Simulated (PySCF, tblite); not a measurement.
**C₈H₇O radical: geometry, infrared bands and EPR parameters**

Aim: predict the infrared bands and EPR parameters of C₈H₇O radical (`[H]/[C]=C1/C=CC=C1C(C)=O`).

The runs use tblite 0.8.0 and PySCF 2.14.0, with density-fitted response routines of our own; the level of theory stands in each step. All values are computed, except where a source is named. Atoms are numbered from 0 throughout.

### 1 The starting structure

16 atoms, charge 0, multiplicity 2; geometry from: force field or distance geometry start.

Bonds of the start (Å): C0–C1 1.32, C1–C2 1.48, C2–C3 1.33, C3–C4 1.48, C4–C5 1.32, C5–C6 1.46, C6–C7 1.48, C6–O8 1.26, C5–C1 1.46, C0–H9 1.10, C2–H10 1.07, C3–H11 1.10, C4–H12 1.08, C7–H13 1.13, C7–H14 1.11, C7–H15 1.10.

### 2 Optimising the geometry with GFN2-xTB

The job: settings as JSON, then the geometry in Å.

```
{"job": {"kind": "relax", "xc": "GFN2-xTB", "basis": "xTB"}, "charge": 0, "multiplicity": 2}
C      1.155600     2.247800     0.749400
C      1.142800     0.998500     0.328100
C      2.386600     0.228200     0.108400
C      1.991700    -0.970800    -0.306100
C      0.514500    -1.038100    -0.330200
C      0.005000     0.128500     0.035200
C     -1.409000     0.464900     0.123100
C     -2.373500    -0.600400    -0.232800
O     -1.770200     1.615200     0.502500
H      0.205700     2.781300     0.916000
H      3.404300     0.544800     0.221300
H      2.650700    -1.817100    -0.560800
H      0.003400    -1.939100    -0.631500
H     -3.212000    -0.620900     0.517000
H     -2.741000    -0.390100    -1.256900
H     -1.962100    -1.623800    -0.194000
```

On the command line:

```sh
> OMP_NUM_THREADS=1 python probes_run.py task.json out
```

The driver reads the jobs from task.json and runs them one after another.

**Question.** This job is followed by: GFN2-xTB harmonic vibrations, gas phase; UKS B3LYP, pcH-1 on C H O, non-relativistic, mean-field spin-orbit, GIAO. Predict these results of the whole session: strongest single infrared mode (GFN2-xTB); zero-point energy (GFN2-xTB); g(iso) (B3LYP); ⟨S²⟩; largest a(iso) (averaged by class); potential on the surface of density 0.002 e/bohr³, 1st and 99th percentile.

As calculated:

| quantity | value |
| --- | --- |
| strongest single infrared mode (GFN2-xTB) | 1699 cm⁻¹, 357 km/mol |
| zero-point energy (GFN2-xTB) | 74.3 kcal/mol |
| g(iso) (B3LYP) | 2.00208 |
| ⟨S²⟩ | 0.765 (exact 0.75) |
| largest a(iso) (averaged by class) | 13C on C0, 287.7 MHz |
| potential on the surface of density 0.002 e/bohr³, 1st and 99th percentile | -1.60 V and 1.25 V |

What this shows: Relaxing lowered the energy by 0.523 eV in 73 steps; the close pair that moved most is C6–O8, from 1.264 to 1.215 Å. No mode is imaginary among the 42: a minimum at this level. The strongest single mode, at 1699 cm⁻¹, moves mainly C6 and O8. Unscaled tight-binding wavenumbers are off by several per cent, some by more. Its intensities can rank the bands wrongly. Most of the unpaired spin sits on C0 (1.05 e). The isotropic g lies 0.2 ppt below the free-electron value.
